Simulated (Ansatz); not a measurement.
# Ni: the cost of one run

Computed with Ansatz 0.2.0 (DFT r2SCAN, scalar-relativistic, plane waves, PAW, unless a step's input says otherwise).

This is Ni in the bcc structure; at room conditions it is fcc.

1 further run of the same task is left out (it didn't finish).

## 1. The structure to begin with

The structure is cubic, space group Im-3m (No. 229). The conventional cell has a = 2.767 Å, b = 2.767 Å, c = 2.767 Å, α = 90.00°, β = 90.00°, γ = 90.00°. Ni (site symmetry m-3m) is surrounded by 8 Ni at 2.40 Å.

Structure file:

```
CELL_PARAMETERS angstrom
-1.38372 1.38372 1.38372
1.38372 -1.38372 1.38372
1.38372 1.38372 -1.38372
ATOMIC_POSITIONS crystal
Ni 0.00000 0.00000 0.00000
```

Source of the structure: the Materials Project (structure only).

## 2. The relaxation

input.yaml reads:

```yaml
crystal:
  lattice:
    - [-1.38371547, 1.38371547, 1.38371547]
    - [1.38371547, -1.38371547, 1.38371547]
    - [1.38371547, 1.38371547, -1.38371547]
  atoms:
    - { symbol: Ni, position: [0.0, 0.0, 0.0], spin: 0.78 }
basis:
  ecutwfc: 500
kpoints:
  mp_grid: { grid: [22, 22, 22] }
hamiltonian:
  xc: r2scan
scf:
  occupations: { method: gaussian, width: 0.1 }
output:
  forces: true
  stress: true
  eigenvalues: true
  populations: true
  write_density: true
  write_potential: true
  elf: true
  volumetric_format: npy
magnetization:
  spin_polarized: true
relax:
  adjacent_minimum: "off"
  f_tol: 0.005
  max_steps: 80
  cell: { stress_tol: 0.05 }
```

Launch:

```sh
ansatz run input.yaml --threads 1 --pin off --max-ram 2560MiB --backend cpu --events-out ev --progress --plain --runs-dir out
```

Q: Estimate wall time and peak memory on 1 thread of AMD EPYC (Zen 3), shared host.

About 3.6 min, with a peak of 0.46 GiB.
